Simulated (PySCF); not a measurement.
# Fe, Fe⁺: ionisation energy in x2c-TZVPall

Each state of iron is computed at each level; their differences give the ionisation energy. How far do the methods differ?

The numbers are computed with PySCF 2.14.0 (unrestricted determinants in a Gaussian basis, no spin-orbit coupling in the energies), except any that are marked as measured or tabulated.

## Step 1: The system

- Element: iron (Z = 26)
- Basis: x2c-TZVPall (6s5p4d1f, 48 functions)
- Hamiltonian: the spin-free X2C one-electron Hamiltonian (Gaussian nucleus)
- State 1: Fe: [Ar] 3d6 4s2, high-spin 5D determinant
- State 2: Fe⁺: [Ar] 3d6 4s1, high-spin 6D determinant
- Methods: UHF, PBE, r2SCAN, MP2
- Core shells frozen in the correlated runs: valence: [Ar] (for Fe)

The outer shells:

Fe [Ar] 3d6 4s2
```
[Ar] core
3d [↑↓][↑ ][↑ ][↑ ][↑ ]
4s [↑↓]
```

Fe+ [Ar] 3d6 4s1
```
[Ar] core
3d [↑↓][↑ ][↑ ][↑ ][↑ ]
4s [↑ ]
```

The runs were made by one driver on top of PySCF. The scripts below sum up each run's settings (the driver also hands on starting orbitals that pick excited configurations, and frozen orbitals as a list rather than a count), and the logs come from the driver's own runs. The driver starts from symmetry-adapted Hartree-Fock orbitals, holds the occupation by maximum overlap and uses a logarithmic radial grid for functionals, so a plain start would take other cycles.

The driver's launch:

```bash
> OMP_NUM_THREADS=1 python atomrun2.py TASK.json OUT
```

The integrals over 48 functions and the set-up took 0.26 s of CPU time.

## Step 2: Fe

Level: UHF.

Input file input.py:

```python
from pyscf import gto, scf, dft, mp, cc
import basis_set_exchange as bse
mol = gto.M(atom="Fe 0 0 0", charge=0, spin=4, symmetry="D2h",
            basis=gto.basis.parse(bse.get_basis("x2c-TZVPall", elements=["Fe"], fmt="nwchem", header=False)),
            nucmod="G")
mf = scf.UHF(mol).sfx2c1e()
mf.irrep_nelec = {'Ag': (6, 4), 'B1g': (1, 1), 'B2g': (1, 0), 'B3g': (1, 0), 'B1u': (2, 2), 'B2u': (2, 2), 'B3u': (2, 2)}
mf.kernel()
```

Level: PBE.

input.py, as changed from the run before:

```diff
@@ -5,3 +5,3 @@
             nucmod="G")
-mf = scf.UHF(mol).sfx2c1e()
+mf = dft.UKS(mol, xc="PBE").sfx2c1e()
 mf.irrep_nelec = {'Ag': (6, 4), 'B1g': (1, 1), 'B2g': (1, 0), 'B3g': (1, 0), 'B1u': (2, 2), 'B2u': (2, 2), 'B3u': (2, 2)}
```

Level: r2SCAN.

input.py, as changed from the run before:

```diff
@@ -5,3 +5,3 @@
             nucmod="G")
-mf = dft.UKS(mol, xc="PBE").sfx2c1e()
+mf = dft.UKS(mol, xc="R2SCAN").sfx2c1e()
 mf.irrep_nelec = {'Ag': (6, 4), 'B1g': (1, 1), 'B2g': (1, 0), 'B3g': (1, 0), 'B1u': (2, 2), 'B2u': (2, 2), 'B3u': (2, 2)}
```

Level: MP2 (valence).

input.py, as changed from the run before:

```diff
@@ -5,4 +5,5 @@
             nucmod="G")
-mf = dft.UKS(mol, xc="R2SCAN").sfx2c1e()
+mf = scf.UHF(mol).sfx2c1e()
 mf.irrep_nelec = {'Ag': (6, 4), 'B1g': (1, 1), 'B2g': (1, 0), 'B3g': (1, 0), 'B1u': (2, 2), 'B2u': (2, 2), 'B3u': (2, 2)}
 mf.kernel()
+mp.UMP2(mf, frozen=9).kernel()
```

## Step 3: Fe⁺, method by method

Level: UHF.

Input file input.py:

```python
from pyscf import gto, scf, dft, mp, cc
import basis_set_exchange as bse
mol = gto.M(atom="Fe 0 0 0", charge=1, spin=5, symmetry="D2h",
            basis=gto.basis.parse(bse.get_basis("x2c-TZVPall", elements=["Fe"], fmt="nwchem", header=False)),
            nucmod="G")
mf = scf.UHF(mol).sfx2c1e()
mf.irrep_nelec = {'Ag': (6, 3), 'B1g': (1, 1), 'B2g': (1, 0), 'B3g': (1, 0), 'B1u': (2, 2), 'B2u': (2, 2), 'B3u': (2, 2)}
mf.kernel()
```

Level: PBE.

input.py, as changed from the run before:

```diff
@@ -5,3 +5,3 @@
             nucmod="G")
-mf = scf.UHF(mol).sfx2c1e()
+mf = dft.UKS(mol, xc="PBE").sfx2c1e()
 mf.irrep_nelec = {'Ag': (6, 3), 'B1g': (1, 1), 'B2g': (1, 0), 'B3g': (1, 0), 'B1u': (2, 2), 'B2u': (2, 2), 'B3u': (2, 2)}
```

Level: r2SCAN.

input.py, as changed from the run before:

```diff
@@ -5,3 +5,3 @@
             nucmod="G")
-mf = dft.UKS(mol, xc="PBE").sfx2c1e()
+mf = dft.UKS(mol, xc="R2SCAN").sfx2c1e()
 mf.irrep_nelec = {'Ag': (6, 3), 'B1g': (1, 1), 'B2g': (1, 0), 'B3g': (1, 0), 'B1u': (2, 2), 'B2u': (2, 2), 'B3u': (2, 2)}
```

Level: MP2 (valence).

input.py, as changed from the run before:

```diff
@@ -5,4 +5,5 @@
             nucmod="G")
-mf = dft.UKS(mol, xc="R2SCAN").sfx2c1e()
+mf = scf.UHF(mol).sfx2c1e()
 mf.irrep_nelec = {'Ag': (6, 3), 'B1g': (1, 1), 'B2g': (1, 0), 'B3g': (1, 0), 'B1u': (2, 2), 'B2u': (2, 2), 'B3u': (2, 2)}
 mf.kernel()
+mp.UMP2(mf, frozen=9).kernel()
```

Q: Predict the outcome of this session.

As calculated:

| quantity | value |
| --- | --- |
| ionisation energy, Fe | UHF 6.438, MP2 (valence) 7.345 eV; reference 7.904 |

Each level's miss and price (over 1 difference):

```csv
method,mean absolute miss against the measured value (with the measured fine structure taken into account where it is known) (eV),"CPU time, both states (s)"
UHF,1.466,0.45
PBE,0.043,1.8
MP2 (valence),0.559,0.53
SCS-MP2 (valence),0.403,0.53
```

What this shows: PBE lands nearest to the measured value (off by 0.04 eV); UHF misses by most (1.47 eV). Hartree-Fock falls short because the species with more electrons holds more correlation energy, which it lacks. PBE is off by -0.04 eV. All values hold for this basis alone; no basis-set limit was taken. The dearest level timed, PBE, costs 4 times the cheapest, UHF, and differs from the measured value (with the measured fine structure taken into account where it is known) by 0.04 against 1.47 eV.
